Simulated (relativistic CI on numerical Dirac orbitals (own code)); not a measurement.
# Ru³⁺: 4p photoemission multiplets

Wanted: the shape of the 4p photoemission spectrum of Ru³⁺ in 4 surroundings, from the same atomic integrals.

Program: relativistic CI on numerical Dirac orbitals (own code) version 1. Level of theory: Dirac-Coulomb-Breit CI, KLI orbitals optimised for each configuration, model QED (radiative potential, 1s self-energy scaled to tabulated hydrogen-like ionisation energies), multiplet model of photoemission in the sudden approximation. These are calculated values, not measurements, unless marked.

**1. What is computed**

- ion: Ru³⁺ (Ru IV)
- nuclear charge: 44
- electrons: 41
- configurations: [Kr] 4d5 → [Ar] 3d10 4s2 4p5 4d5
- temperature: 80 K
- widths: Lorentz 1.2 eV, Gauss 0.6 eV
- surrounding 1: free ion
- surrounding 2: D4h, 10Dq = 13450, Ds = 1970, Dt = 1100 cm⁻¹
- surrounding 3: D3d, 10Dq = 44450, Dsigma = 900, Dtau = -120 cm⁻¹
- surrounding 4: Td, 10Dq = -5000 cm⁻¹

**2. Surrounding 1: free ion**

The run's settings:

```ini
atom Ru  Z=44  charge=3  electrons=41
nucleus A=102  rms_radius_fm=4.4809
hamiltonian dirac-coulomb  breit=on  qed=on  c_scale=1
orbitals kli  potential=per-configuration
slater_scale 1
correlation none
mixing on
configurations
  [Kr] 4d5
  [Ar] 3d10 4s2 4p5 4d5
end
photoemission 4p T=80 lorentz=1.2 gauss=0.6
crystal_field free
```

Results of the run (chosen fields of its result record, rounded):

```text
{
  "status": "converged",
  "curve, one point in 4 above 2 % of the maximum [energy, intensity] [eV; 1/eV]": [
    [77.8, 0.003062],
    [78.6, 0.003984],
    [79.4, 0.005427],
    [80.2, 0.007902],
    [81, 0.01276],
    [81.8, 0.02473],
    [82.6, 0.06584],
    [83.4, 0.1459],
    [84.2, 0.1379],
    [85, 0.1198],
    [85.8, 0.09079],
    [86.6, 0.05348],
    [87.4, 0.05509],
    [88.2, 0.05869],
    [89, 0.02892],
    [89.8, 0.01278],
    [90.6, 0.008405],
    [91.4, 0.006844],
    [92.2, 0.006977],
    [93, 0.00612],
    [93.8, 0.004525],
    [94.6, 0.003571],
    [98.8, 0.002976],
    [99.6, 0.003931],
    [100.4, 0.005754],
    [101.2, 0.009817],
    [102, 0.02063],
    [102.8, 0.04557],
    [103.6, 0.0674],
    [104.4, 0.08163],
    [105.2, 0.05214],
    [106, 0.01876],
    [106.8, 0.009318],
    [107.6, 0.005214],
    [108.4, 0.003442]
  ],
  "sticks, the strongest [energy, strength] [eV, share]": [
    [83.39, 0.2499],
    [84.54, 0.1884],
    [85.61, 0.1248],
    [86.9, 0.02557],
    [87.73, 0.0524],
    [88.28, 0.002479],
    [88.3, 0.02519],
    [88.33, 0.03771],
    [102.76, 0.04159],
    [103.2, 0.01807],
    [103.81, 0.009491],
    [103.89, 0.07257],
    [104.23, 0.0116],
    [104.74, 0.1156]
  ],
  "centroid [eV]": 90.411,
  "spread [eV]": 8.64539,
  "peak [eV]": 83.6,
  "ground_S": 2.49459,
  "radial 4p5 4d5 [Ha, bohr]": {"<r^-3>(4p)": 77.361, "<r^1>(4p)": 1.0937, "<r^2>(4p)": 1.3618, "<r^4>(4p)": 2.8402, "zeta(4p)": 0.085886, "<r^-3>(4d)": 7.519, "<r^1>(4d)": 1.3609, "<r^2>(4d)": 2.1532, "<r^4>(4d)": 7.74, "F2(4d,4d)": 0.33888, "F4(4d,4d)": 0.22409, "F2(4p,4d)": 0.36702, "G1(4p,4d)": 0.4618, "G3(4p,4d)": 0.28437, "zeta(4d)": 0.0059807}
}
```

Run time: 2 s. Hardware: 1 thread, shared host.

**3. Surrounding 2: D4h, 10Dq = 13450, Ds = 1970, Dt = 1100**

Settings: those of step 2 with these lines changed.

```diff
@@ -12,2 +12,2 @@
 photoemission 4p T=80 lorentz=1.2 gauss=0.6
-crystal_field free
+crystal_field D4h 10Dq=13450 Ds=1970 Dt=1100
```

Results of the run:

```text
{
  "status": "converged",
  "curve, one point in 6 above 2 % of the maximum [energy, intensity] [eV; 1/eV]": [
    [77.8, 0.003064],
    [79, 0.004622],
    [80.2, 0.007911],
    [81.4, 0.01726],
    [82.6, 0.0659],
    [83.8, 0.1426],
    [85, 0.1204],
    [86.2, 0.06749],
    [87.4, 0.05634],
    [88.6, 0.03936],
    [89.8, 0.01348],
    [91, 0.00877],
    [92.2, 0.006988],
    [93.4, 0.005064],
    [94.6, 0.003962],
    [95.8, 0.003383],
    [99.4, 0.003628],
    [100.6, 0.006302],
    [101.8, 0.01596],
    [103, 0.05054],
    [104.2, 0.07758],
    [105.4, 0.04229],
    [106.6, 0.01107],
    [107.8, 0.004676]
  ],
  "sticks, the strongest [energy, strength] [eV, share]": [
    [83.39, 0.2497],
    [84.52, 0.04565],
    [84.53, 0.02156],
    [84.54, 0.1042],
    [85.56, 0.02694],
    [85.57, 0.05124],
    [85.61, 0.04341],
    [104.71, 0.03433]
  ],
  "centroid [eV]": 90.4108,
  "spread [eV]": 8.64492,
  "peak [eV]": 83.6,
  "ground_S": 2.49243
}
```

Run time: 1.9 s. Hardware: 1 thread, shared host.

**4. Surrounding 3: D3d, 10Dq = 44450, Dsigma = 900, Dtau = -120**

Settings: those of step 3 with these lines changed.

```diff
@@ -12,2 +12,2 @@
 photoemission 4p T=80 lorentz=1.2 gauss=0.6
-crystal_field D4h 10Dq=13450 Ds=1970 Dt=1100
+crystal_field D3d 10Dq=44450 Dsigma=900 Dtau=-120
```

Results of the run:

```text
{
  "status": "converged",
  "curve, one point in 6 above 2 % of the maximum [energy, intensity] [eV; 1/eV]": [
    [80.8, 0.003454],
    [82, 0.005282],
    [83.2, 0.009291],
    [84.4, 0.02169],
    [85.6, 0.09158],
    [86.8, 0.1577],
    [88, 0.08905],
    [89.2, 0.07383],
    [90.4, 0.05469],
    [91.6, 0.05511],
    [92.8, 0.05156],
    [94, 0.0364],
    [95.2, 0.02372],
    [96.4, 0.01357],
    [97.6, 0.01227],
    [98.8, 0.01179],
    [100, 0.01344],
    [101.2, 0.01275],
    [102.4, 0.01305],
    [103.6, 0.01401],
    [104.8, 0.01254],
    [106, 0.01005],
    [107.2, 0.006681],
    [108.4, 0.00451],
    [109.6, 0.003313]
  ],
  "sticks, the strongest [energy, strength] [eV, share]": [
    [86.07, 0.05495],
    [86.09, 0.1176],
    [86.57, 0.1011],
    [86.87, 0.04087],
    [86.92, 0.0496],
    [86.93, 0.03597],
    [88.52, 0.04657],
    [89.9, 0.02035]
  ],
  "centroid [eV]": 90.7855,
  "spread [eV]": 5.66193,
  "peak [eV]": 86.6,
  "ground_S": 0.50798
}
```

Run time: 2 s. Hardware: 1 thread, shared host.

**5. Surrounding 4: Td, 10Dq = -5000**

Settings: those of step 4 with these lines changed.

```diff
@@ -12,2 +12,2 @@
 photoemission 4p T=80 lorentz=1.2 gauss=0.6
-crystal_field D3d 10Dq=44450 Dsigma=900 Dtau=-120
+crystal_field Td 10Dq=-5000
```

Results of the run:

```text
{
  "status": "converged",
  "curve, one point in 6 above 2 % of the maximum [energy, intensity] [eV; 1/eV]": [
    [77.8, 0.003062],
    [79, 0.004619],
    [80.2, 0.007904],
    [81.4, 0.01724],
    [82.6, 0.06586],
    [83.8, 0.1422],
    [85, 0.1202],
    [86.2, 0.06688],
    [87.4, 0.05541],
    [88.6, 0.04351],
    [89.8, 0.01304],
    [91, 0.007735],
    [92.2, 0.00682],
    [93.4, 0.005141],
    [94.6, 0.003594],
    [99, 0.003142],
    [100.2, 0.005125],
    [101.4, 0.01131],
    [102.6, 0.03881],
    [103.8, 0.07303],
    [105, 0.06512],
    [106.2, 0.01549],
    [107.4, 0.005939],
    [108.6, 0.003151]
  ],
  "sticks, the strongest [energy, strength] [eV, share]": [
    [83.39, 0.2499],
    [84.54, 0.1883],
    [85.6, 0.1243],
    [87.74, 0.02705],
    [102.77, 0.02656],
    [103.93, 0.05444],
    [104.76, 0.04495],
    [104.77, 0.04536]
  ],
  "centroid [eV]": 90.4109,
  "spread [eV]": 8.64537,
  "peak [eV]": 83.6,
  "ground_S": 2.49418
}
```

It took 2.1 s on 1 thread, shared host.

**6. Comparison**

| surrounding | ground S | centroid (eV) | spread (eV) | up to four highest peaks (% of the highest), eV |
| --- | --- | --- | --- | --- |
| 1: free | 2.49 | 90.41 | 8.65 | 83.6 (100), 84.4 (95), 88.0 (41), 104.4 (55) |
| 2: D4h | 2.49 | 90.41 | 8.64 | 83.6 (100), 84.4 (95), 87.8 (39), 104.4 (54) |
| 3: D3d | 0.51 | 90.79 | 5.66 | 86.6 (100), 91.8 (34), 100.2 (8), 103.6 (8) |
| 4: Td | 2.49 | 90.41 | 8.65 | 83.6 (100), 84.4 (95), 87.8 (41), 104.4 (55) |

**7. Results**

```
                           quantity         value
            highest peak, first run       83.6 eV
ground spin (effective S from ⟨S²⟩)  0.51 to 2.49
```

The ground spin changes between the runs (2.49 to 0.51), and the line shape with it. The position of the maximum differs by up to 3.0 eV between the surroundings, by shifts of peaks or by peaks exchanging rank. Energies are those of the free ion without screening by ligands; binding energies in solids differ by tens of eV.
